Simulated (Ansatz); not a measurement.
A first try at a test of the smearing width of ZnIn₃, space group Fm-3m, using Ansatz's Python interface.

The script, `run_smear.py`:
```python
"""Smearing width test for ZnIn3."""

import ansatz as az
from ase import Atoms
import pandas as pd


def main() -> None:
    atoms = Atoms(
        ["Zn", "In", "In", "In"],
        scaled_positions=[
            [0.0, 0.0, 0.0],
            [0.25, 0.25, 0.25],
            [0.75, 0.75, 0.75],
            [0.5, 0.5, 0.5],
        ],
        cell=[
            [0.0, 3.69073, 3.69073],
            [3.69073, 0.0, 3.69073],
            [3.69073, 3.69073, 0.0],
        ],
        pbc=True,
    )
    znin3 = az.Crystal.from_ase(atoms)

    job = znin3.calculation()
    job = job.functional("r2scan")
    job = job.basis(24 * az.Ha)
    job = job.kpoints(1, 1, 1)
    job = job.scf(max_iterations=65)
    job = job.stress()

    rows = []
    for value in [0.25, 0.15, 0.1, 0.05, 0.025]:
        rep = job.occupations("cold", width=value).run(threads=1).report
        rows.append((value, rep["free_energy_ev"] / len(rep["lattice"]["sites"]), rep["n_iterations"], sum(rep["stress_gpa"][i][i] for i in range(3)) / 3, rep["n_kpoints"]))

    table = pd.DataFrame(rows, columns=["width (eV)", "F/atom (eV)", "iterations", "P (GPa)", "k-points"])
    print(table.round(5).to_string(index=False))

    # differences from the last row
    for row in rows[:-1]:
        shift = 1000 * (row[1] - rows[-1][1])
        print(f"{row[0]}: {shift:+.2f} meV/atom" + ("  (within 2 meV)" if abs(shift) < 2 else ""))


if __name__ == "__main__":
    main()
```

```console
$ python run_smear.py
 width (eV)  F/atom (eV)  iterations  P (GPa)  k-points
      0.250  -5035.53158          10 26.63811         1
      0.150  -5035.50547          11 26.44156         1
      0.100  -5035.49623          11 26.30154         1
      0.050  -5035.49064           8 26.14558         1
      0.025  -5035.48900           8 26.13324         1
0.25: -42.58 meV/atom
0.15: -16.47 meV/atom
0.1: -7.23 meV/atom
0.05: -1.64 meV/atom  (within 2 meV)
```

The script ran to its end, but the result can't be trusted. Why?

The fault: a single k-point is too coarse for this small cell. Mended:

```diff
--- before
+++ after
@@ -28,3 +28,3 @@
     job = job.basis(24 * az.Ha)
-    job = job.kpoints(1, 1, 1)
+    job = job.kpoints(5)
     job = job.scf(max_iterations=65)
```

The mended script runs so:

```console
$ python run_smear.py
 width (eV)  F/atom (eV)  iterations  P (GPa)  k-points
      0.250  -5040.08908           8 -2.03590        10
      0.150  -5040.08617           8 -1.90411        10
      0.100  -5040.08457           8 -1.79983        10
      0.050  -5040.08271           8 -1.66251        10
      0.025  -5040.08181           8 -1.61123        10
0.25: -7.27 meV/atom
0.15: -4.36 meV/atom
0.1: -2.75 meV/atom
0.05: -0.90 meV/atom  (within 2 meV)
```

Reading the output:
- For a metal this k-point mesh is coarse: on a finer one energies can move by several to tens of meV an atom and pressures by half a GPa or more, differences at one mesh by less.
- The narrowest width needs the finest mesh, so the last row is no converged reference.
- Pressure is positive in compression.
- This cell is a computed structure, which may not be the phase found in nature.
- Run time: 40 s on 1 thread of Arm Neoverse V1, on a shared host, peak memory 0.92 GiB.

(Lines on the test bed's own set-up are left out of the output.)
